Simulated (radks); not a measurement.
# Spin polarisation of the 3d shell in Ti⁺

The task here is to estimate one member of a computed series from the others.

Program: radks (a radial shooting solver on a logarithmic mesh, Libxc functionals) version 1. Level of theory: scalar-relativistic Kohn-Sham, PBEsol, spin-polarised, spherical densities, point nucleus. These are calculated values, not measurements, unless marked.

### The atom as given

| Quantity | Value |
| --- | --- |
| element | titanium (Z = 22) |
| charge | +1 |
| electrons | 21 |
| configuration | [Ar] 3d(up 1, down 1) 4s(up 0.5, down 0.5) |

A shell typed twice in an input gives spin up, then spin down.

Set-up of the first run:

Input:

```text
Z 22
configuration [Ar] 3d1 3d1 4s0.5 4s0.5
relativity scalar-relativistic
functional pbe_sol,pbe_sol
spin polarised
nucleus point
c 137.035999084
```

Among the steps run: No moment.

One of the session's tables, all rows but one given; the rest of the session is left out.

Sizes of the orbitals, from the radial functions (bohr):

```
level      <r>  outermost maximum (interpolated)  90 % within  nodes
   1s  0.06965                            0.0456        0.124      0
   2s   0.3253                             0.269        0.505      1
   2p   0.2901                             0.220        0.477      0
   3s        ?                                 ?            ?      ?
   3p    1.086                             0.902         1.68      1
   3d    1.518                             0.979         2.65      0
   4s    3.180                              2.75         4.70      3
```

**Question.** Estimate the row for 3s.

The run gave: <r>: 1.008; outermost maximum (interpolated): 0.870; 90 % within: 1.51; nodes: 2. In the column «<r>» it lies between 2s (0.3253) and 3p (1.086).
